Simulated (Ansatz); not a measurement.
Write the native input for Ansatz 0.2.0 that does the following.

- Task: single point
- Functional: LDA
- Potentials or basis: all-electron LAPW, scalar-relativistic
- Cutoff: 63 eV (chosen from the basis error)
- Basis error allowed: 0.002 eV/atom
- k mesh: 7 × 7 × 1
- Occupations: fermi-dirac, width 0.05 eV
- Spin: no spin polarisation

Slab: Bi, a slab with vacuum.

```
Bi
1.0
     4.53900    0.00000    0.00000
    -2.26950    3.93089    0.00000
     0.00000    0.00000   32.74350
Bi
4
Direct
  0.66667 0.33333 0.22905
  0.33333 0.66667 0.40968
  0.66667 0.33333 0.59032
  0.33333 0.66667 0.77095
```

The slab is cut from a database's or a generator's crystal, which needn't be the stable form of the element.

One way to write it, as run:

input.yaml

```yaml
crystal:
  lattice:
    - [4.5390002997, 0.0, 0.0]
    - [-2.2695001498, 3.9308895674, 0.0]
    - [0.0, 0.0, 32.7435]
  atoms:
    - { symbol: Bi, position: [0.6666666667, 0.3333333334, 0.2290530945] }
    - { symbol: Bi, position: [0.3333333333, 0.6666666666, 0.4096843648] }
    - { symbol: Bi, position: [0.6666666667, 0.3333333334, 0.5903156352] }
    - { symbol: Bi, position: [0.3333333333, 0.6666666666, 0.7709469055] }
kpoints:
  mp_grid: { grid: [7, 7, 1] }
scf:
  occupations: { method: fermi_dirac, width: 0.05 }
hamiltonian:
  xc: lda
  pseudopotentials: { kind: all_electron, lapw: { basis_error: 0.002 } }
output:
  forces: true
  stress: true
  eigenvalues: true
```

Potentials or basis: all-electron LAPW, scalar-relativistic.

The run is started by

```sh
$ ansatz run input.yaml --threads 4 --pin off --max-ram 14336MiB --backend cpu --events-out ev --progress --plain --runs-dir out
```

It gave:

```yaml
Largest_force: 0.050 eV/Å
Band_gap_on_the_k_mesh: none (metal or under the smearing width)
Work_function: 5.04 eV
```

Caveat: spin-orbit coupling is left out, which moves the levels of the heavy elements.

Run time: 2.2 s on 4 threads of Arm Neoverse V1 (shared host), peak memory 0.33 GiB.
